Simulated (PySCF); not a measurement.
# Solver options tried on BeCd

Do solver options change the result for BeCd, or only the number of cycles?

Method: each script names its method and basis; program: PySCF 2.14.0.

4 further runs of the same task are left out: 4 that didn't finish.

**1. Where the work starts**

BeCd: 2 atoms, charge 0, spin multiplicity 1.

No contacts short enough for the rule that draws bonds.

**2. Base script**

input.py

```python
from pyscf import gto, scf
from pyscf.geomopt.geometric_solver import optimize

mol = gto.M(
    atom='Be 0 0 0; Cd 0 0 2.714',
    basis='def2-tzvp',
    ecp={'Cd': 'def2-tzvp'},
    charge=0,
    spin=0,
    verbose=4,
)
mf = scf.RHF(mol)
mf.kernel()
mol_eq = optimize(mf, maxsteps=30)
print('optimised geometry (angstrom)')
print(mol_eq.tostring('raw'))
print('orbital energies (hartree):', mf.mo_energy[..., max(0, mol.nelec[1]-3):mol.nelec[0]+3].round(4))
```

The run is started by

```console
> OMP_NUM_THREADS=1 python input.py
```

The log of this run is left out.

Base result: at the starting geometry E(SCF) = -181.441548 Eh, 10 cycles, optimised bond 6.620 Å in 14 steps (a long, weak bond or none); the optimisation lowers the energy by 0.407 eV.

**3. Point-group symmetry on**

Edit 1 changes point-group symmetry: off → on.

input.py

```python
from pyscf import gto, scf
from pyscf.geomopt.geometric_solver import optimize

mol = gto.M(
    atom='Be 0 0 0; Cd 0 0 2.714',
    basis='def2-tzvp',
    ecp={'Cd': 'def2-tzvp'},
    charge=0,
    spin=0,
    symmetry=True,
    verbose=4,
)
mf = scf.RHF(mol)
mf.kernel()
mol_eq = optimize(mf, maxsteps=30)
print('optimised geometry (angstrom)')
print(mol_eq.tostring('raw'))
print('orbital energies (hartree):', mf.mo_energy[..., max(0, mol.nelec[1]-3):mol.nelec[0]+3].round(4))
```

The run is started by

```console
> OMP_NUM_THREADS=1 python input.py
```

**4. Second-order solver on**

Edit 2 changes second-order solver: off → on.

Changes to input.py since step 2:

```diff
@@ -12,2 +12,3 @@
 mf = scf.RHF(mol)
+mf = mf.newton()
 mf.kernel()
```

**5. DIIS space 12**

Edit 3 changes DIIS space: default → 12.

Changes to input.py since step 2:

```diff
@@ -12,2 +12,3 @@
 mf = scf.RHF(mol)
+mf.diis_space = 12
 mf.kernel()
```

**6. Initial guess hcore**

Edit 4 changes initial guess: minao → hcore.

Changes to input.py since step 2:

```diff
@@ -12,2 +12,3 @@
 mf = scf.RHF(mol)
+mf.init_guess = 'hcore'
 mf.kernel()
```

Q: Predict the outcome of this session. Wanted: for each run, E(SCF); from base; gap; after the SCF.

The runs gave:

```csv
run,E(SCF) (hartree),from base (eV),cycles,gap (eV),after the SCF
base,-181.441548,0,10,7.18,"bond 6.620 Å, -0.407 eV"
point-group symmetry on,-181.441548,0.0000,10,7.18,"bond 6.620 Å, -0.407 eV"
second-order solver on,-181.441548,0.0000,4 macro,7.18,"bond 6.620 Å, -0.407 eV"
DIIS space 12,-181.441548,0.0000,10,7.18,"bond 6.620 Å, -0.407 eV"
initial guess hcore,-181.441548,0.0000,19,7.18,"bond 6.620 Å, -0.407 eV"
```

SCF columns refer to the geometry typed in the script.

Distance from each run's final energy (log10 hartree) by cycle:

```csv
run,cycle 1,cycle 2,cycle 3,cycle 5,cycle 8,cycle 12
base,-0.1,-0.2,-2.4,-4.3,-8.5,done
point-group symmetry on,-0.1,-0.2,-2.4,-4.3,-8.5,done
second-order solver on,-1.3,-2.9,< -11,done,done,done
DIIS space 12,-0.1,-0.2,-2.4,-4.3,-8.5,done
initial guess hcore,2.2,1.7,1.5,1.0,0.6,-2.3
```

**Reading.** The SCF energy stays the same, to the digits that matter, with point-group symmetry on or second-order solver on or DIIS space 12 or initial guess hcore. The base needs 10 cycles and the run with initial guess hcore needs 19.
